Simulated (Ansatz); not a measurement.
# C2H10BFSi2: the cost of one run

Program: Ansatz 0.2.0. Level of theory: RKS LDA/def2-SVP. These are calculated values, not measurements.

### 1 The system as given

Bond lengths (14 of 15 bonds, heavy atoms first): C1–B2 1.611 Å, B2–C3 1.570 Å, C3–Si4 1.875 Å, B2–Si5 1.943 Å, Si5–F6 1.672 Å, C1–H7 1.088 Å, C1–H8 1.066 Å, C1–H9 1.173 Å, C3–H10 1.104 Å, C3–H11 1.151 Å, Si4–H12 1.493 Å, Si4–H13 1.358 Å, Si4–H14 1.517 Å, Si5–H15 1.471 Å. Angles (14 of 27 angles, heavy atoms first): C1–B2–C3 118.6°, C1–B2–Si5 122.5°, C3–B2–Si5 118.8°, B2–C3–Si4 114.2°, B2–Si5–F6 110.5°, B2–C1–H7 109.4°, B2–C1–H8 108.5°, B2–C1–H9 106.4°, B2–C3–H10 111.7°, B2–C3–H11 108.7°, Si4–C3–H10 108.3°, Si4–C3–H11 107.6°, C3–Si4–H12 107.8°, C3–Si4–H13 113.1°.

Coordinates:

```xyz
16

C    -0.8886   -0.9475    1.3299
B    -0.3128    0.2589    0.4303
C     1.1854    0.2010   -0.0342
Si    1.5547   -1.1599   -1.2693
Si   -1.3837    1.8076   -0.0501
F    -1.4714    1.9673   -1.7121
H    -0.3203   -1.0118    2.2550
H    -0.8764   -1.8401    0.7474
H    -1.9845   -0.6481    1.6230
H     1.5154    1.1617   -0.4667
H     1.8506    0.0236    0.8879
H     1.1997   -2.4627   -0.6312
H     2.8327   -1.1326   -1.7266
H     0.5724   -0.9449   -2.4050
H    -0.7617    3.0070    0.5304
H    -2.7345    1.6978    0.5355
```

### 2 Relaxing end A

input.yaml

```yaml
crystal:
  periodic: [false, false, false]
  atoms:
    - { symbol: C, position_ang: [-0.8886, -0.9475, 1.3299] }
    - { symbol: B, position_ang: [-0.3128, 0.2589, 0.4303] }
    - { symbol: C, position_ang: [1.1854, 0.201, -0.0342] }
    - { symbol: Si, position_ang: [1.5547, -1.1599, -1.2693] }
    - { symbol: Si, position_ang: [-1.3837, 1.8076, -0.0501] }
    - { symbol: F, position_ang: [-1.4714, 1.9673, -1.7121] }
    - { symbol: H, position_ang: [-0.3203, -1.0118, 2.255] }
    - { symbol: H, position_ang: [-0.8764, -1.8401, 0.7474] }
    - { symbol: H, position_ang: [-1.9845, -0.6481, 1.623] }
    - { symbol: H, position_ang: [1.5154, 1.1617, -0.4667] }
    - { symbol: H, position_ang: [1.8506, 0.0236, 0.8879] }
    - { symbol: H, position_ang: [1.1997, -2.4627, -0.6312] }
    - { symbol: H, position_ang: [2.8327, -1.1326, -1.7266] }
    - { symbol: H, position_ang: [0.5724, -0.9449, -2.405] }
    - { symbol: H, position_ang: [-0.7617, 3.007, 0.5304] }
    - { symbol: H, position_ang: [-2.7345, 1.6978, 0.5355] }
basis:
  gaussian: { orbitals: def2-SVP }
hamiltonian:
  xc: lda
relax:
  f_tol: 0.015
  max_steps: 40
output:
  orbitals: {}
```

Run with:

```
$ ansatz run input.yaml --threads 2 --pin off --max-ram 3072MiB --backend cpu --events-out ev --progress --plain --runs-dir out
```

Q: Estimate wall time and peak memory on 2 threads of AMD EPYC 9R14 (Zen 4), shared host.

About 52 s, with a peak of 0.2 GiB.
